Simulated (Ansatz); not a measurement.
**AlH5N2Si: harmonic frequencies at the relaxed geometry from a Python script**

A script is to give harmonic frequencies at the relaxed geometry; the system is AlH5N2Si.

Computed with Ansatz 0.2.0, driven from Python. Level of theory: PBE+D3(BJ)/cc-pVDZ.

## (1) The system

Bond lengths: N1–Si2 1.730 Å, Si2–N3 1.820 Å, Si2–Al4 2.293 Å, N3–Al4 1.948 Å, N1–H5 1.091 Å, N1–H6 1.083 Å, Si2–H7 1.493 Å, N3–H8 1.063 Å, Al4–H9 1.560 Å. Angles (14 of 15 angles, heavy atoms first): N1–Si2–N3 110.0°, N1–Si2–Al4 116.4°, N3–Si2–Al4 55.1°, Si2–N3–Al4 74.9°, Si2–Al4–N3 50.0°, N1–Si2–H7 115.3°, N3–Si2–H7 111.9°, Al4–Si2–H7 127.8°, Si2–N1–H5 109.0°, Si2–N1–H6 109.7°, Si2–N3–H8 102.7°, Al4–N3–H8 103.3°, Si2–Al4–H9 147.5°, N3–Al4–H9 145.5°.

The script holds or builds the structure itself.

## (2) The code

Input file freq.py:

```python
'''Vibrations of AlH5N2Si.'''

import logging
import sys

import ansatz as az
from ase import Atoms
from ase.thermochemistry import IdealGasThermo
import numpy as np

logging.basicConfig(stream=sys.stdout, format='[%(levelname)s] %(message)s')
logger = logging.getLogger('calc')
logger.setLevel(logging.INFO)

geometry_ang = [
    ('N', [0.0498, 1.7785, -0.0681]),
    ('Si', [0.6598, 0.2191, 0.367]),
    ('N', [-0.7201, -0.9433, 0.6079]),
    ('Al', [0.1401, -1.5105, -1.0457]),
    ('H', [-0.6188, 1.6725, -0.924]),
    ('H', [-0.6122, 2.1419, 0.708]),
    ('H', [1.6075, 0.2045, 1.5212]),
    ('H', [-0.3331, -1.6202, 1.3304]),
    ('H', [-0.0845, -1.9888, -2.5137]),
]
system = az.Crystal.molecule()
for symbol, xyz in geometry_ang:
    system = system.atom(symbol, xyz)

base = (
    system.calculation()
    .basis(gaussian='cc-pVDZ')
    .functional('pbe', dispersion='d3bj')
)
symbols = [site.symbol for site in system.cartesian_sites]
start = np.array([site.position_ang for site in system.cartesian_sites], dtype=float)
data = base.relax(force_tolerance=0.003, max_steps=100).run().report
end = np.array(data['positions_ang'])

logger.info('final positions (A) and the move of each atom')
for symbol, xyz, old in zip(symbols, end, start):
    logger.info(f'{symbol:2s} {xyz[0]:10.5f} {xyz[1]:10.5f} {xyz[2]:10.5f}   {np.linalg.norm(xyz - old):7.4f}')

# same settings at the minimum
minimum = az.Crystal.molecule()
for symbol, place in zip(symbols, end):
    minimum = minimum.atom(symbol, place.tolist())
vibrating = (
    minimum.calculation()
    .basis(gaussian='cc-pVDZ')
    .functional('pbe', dispersion='d3bj')
    .phonons(temperatures=(298.15, 498.15, 100))
)
vib = vibrating.run().report['vibrations']
sums = vib['harmonic_sums']
modes = [m['omega_inv_cm'] for m in sums['modes_at_gamma'] if m['rigid_motion'] == 'no']
for number, w in enumerate(modes, start=1):
    logger.info(f'mode {number:2d} {w:9.1f} 1/cm {w / 8065.544 * 1000:8.2f} meV')
print('imaginary modes:', sum(w < 0 for w in modes), ' zero-point energy:', round(sums['zero_point_energy_ev'], 4), 'eV')
# rigid rotor and ideal gas, symmetry number taken as one
gas = IdealGasThermo(vib_energies=[w / 8065.544 for w in modes if w > 0], geometry='linear' if len(modes) == 3 * len(symbols) - 5 else 'nonlinear',
                     atoms=Atoms(symbols, positions=end), symmetrynumber=1, spin=0.0)
logger.info(f'H(298 K) - E = {gas.get_enthalpy(298.15, verbose=False):.4f} eV')
logger.info(f'S(298 K, 1 bar) = {96485.33 * gas.get_entropy(298.15, 1e5, verbose=False):.1f} J/(mol K) with symmetry number 1')

# all hydrogen replaced by deuterium
heavier = vibrating.phonons(masses={'H': 2.014102}).run().report['vibrations']['harmonic_sums']
print('deuterated (1/cm):', ' '.join(f'{m["omega_inv_cm"]:.0f}' for m in heavier['modes_at_gamma'] if m['rigid_motion'] == 'no'))
print('zero-point energy falls by', round(sums['zero_point_energy_ev'] - heavier['zero_point_energy_ev'], 4), 'eV')
```

## (3) Launch

Launch:

```
$ python freq.py
```

Without the output at hand: what should come out? Wanted: highest frequency; imaginary modes; zero-point energy.

The runs gave:

```
         quantity      value
    runs compared          3
highest frequency  3562 cm⁻¹
  imaginary modes          0
zero-point energy   1.490 eV
```

**Reading.** Run 1: After 14 moves the largest shift is 0.767 Å, of atom 9 (H). All frequencies are real, so the geometry is a minimum. The values are harmonic; measured fundamentals also hold anharmonic shifts, mostly downward for stretches. The frequencies are harmonic and unscaled, in a modest basis. The result belongs to the one conformer reached from this start, and soft torsions count as harmonic oscillators. The entropy takes a symmetry number of 1; a symmetric molecule's is lower by R ln(sigma).
